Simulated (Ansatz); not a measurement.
# C2H5ClOSSi: one species, many methods

An exercise on one series of results from a longer session: the logs are not shown, and one member is left open.

Program: Ansatz 0.2.0, Gaussian basis. Level of theory: functionals in def2-TZVPP, the program's frozen cores in correlated methods. These are calculated values, not measurements.

Levels to be run: PBE-D4, r2SCAN-D4, PBE0-D4, B3LYP-D4, ωB97X-V, ωB97M-V, B2PLYP; CCSD(T)/def2-TZVPP; MP2/def2-QZVPP; extrapolation to the limit.

### Structure used throughout

The geometry comes from an earlier relaxation with PBE0-D4 in a triple-zeta def2 set; it is a stationary point, not always the lowest conformer.

SMILES `C[SiH](Cl)OC=S`, 11 atoms, charge 0, spin multiplicity 1.

Atoms are counted from 1 here; the program's logs count them from 0.

Bond lengths: C1–Si2 1.839 Å, C1–H7 1.092 Å, C1–H8 1.093 Å, C1–H9 1.092 Å, Si2–Cl3 2.051 Å, Si2–O4 1.667 Å, Si2–H10 1.478 Å, O4–C5 1.330 Å, C5–S6 1.607 Å, C5–H11 1.093 Å. Angles: Si2–C1–H7 110.4°, Si2–C1–H8 110.0°, Si2–C1–H9 110.5°, H7–C1–H8 108.7°, H7–C1–H9 108.7°, H8–C1–H9 108.6°, C1–Si2–Cl3 111.4°, C1–Si2–O4 106.7°, C1–Si2–H10 114.5°, Cl3–Si2–O4 108.8°, Cl3–Si2–H10 106.9°, O4–Si2–H10 108.4°, Si2–O4–C5 129.4°, O4–C5–S6 124.1°, O4–C5–H11 113.9°, S6–C5–H11 122.0°.

The first run:

File in.yaml:

```yaml
crystal:
  periodic: [false, false, false]
  atoms:
    - {symbol: C, position_ang: [-0.532433, -0.822321, -1.633321]}
    - {symbol: Si, position_ang: [0.170849, -0.663038, 0.058260]}
    - {symbol: Cl, position_ang: [-1.104281, -1.424831, 1.472934]}
    - {symbol: O, position_ang: [0.373630, 0.967806, 0.339929]}
    - {symbol: C, position_ang: [0.504759, 1.615490, 1.494448]}
    - {symbol: S, position_ang: [0.895105, 3.169407, 1.615012]}
    - {symbol: H, position_ang: [-0.672186, -1.874518, -1.890226]}
    - {symbol: H, position_ang: [0.144663, -0.371408, -2.362901]}
    - {symbol: H, position_ang: [-1.498037, -0.316530, -1.695218]}
    - {symbol: H, position_ang: [1.474317, -1.334101, 0.246994]}
    - {symbol: H, position_ang: [0.308915, 0.997044, 2.374688]}
basis:
  gaussian: {orbitals: def2-TZVPP}
hamiltonian: {xc: pbe, dispersion: d4}
output: {forces: true, orbitals: {seedname: orbitals}}
```

Started as:

```console
ansatz run in.yaml --threads 4 --pin off --events-out ev --progress --plain --max-ram 10444MiB
```

Steps of the session up to this table: PBE-D4 (GGA); r2SCAN-D4 (meta-GGA); PBE0-D4 (hybrid); B3LYP-D4 (hybrid); ωB97X-V (range-separated); ωB97M-V (range-separated); B2PLYP (double hybrid); CCSD(T) in def2-TZVPP; MP2 in def2-QZVPP.

One table of the session follows, with a row left open; its other results are not shown here.

```
            method  atomisation energy (kJ/mol)
            PBE-D4                       4252.3
         r2SCAN-D4                       4185.5
           PBE0-D4                       4166.2
          B3LYP-D4                       4141.9
           ωB97X-V                       4171.7
           ωB97M-V                       4179.6
            B2PLYP                       4103.2
     HF/def2-TZVPP                       2989.5
    MP2/def2-TZVPP                       4136.7
   CCSD/def2-TZVPP                       3957.2
CCSD(T)/def2-TZVPP                       4036.0
           MP2/CBS                            ?
       CCSD(T)/CBS                       4158.5
```

Estimate the missing values for MP2/CBS.

The run gave: atomisation energy (kJ/mol): 4259.2. In the column «atomisation energy (kJ/mol)» it is the highest.

Limits of these values: Free atoms (2 C, 1 Si, 1 Cl, 1 O, 1 S, 5 H) were run apart at each level; the atomisation energy is their sum less the molecule, without zero-point or spin-orbit terms.
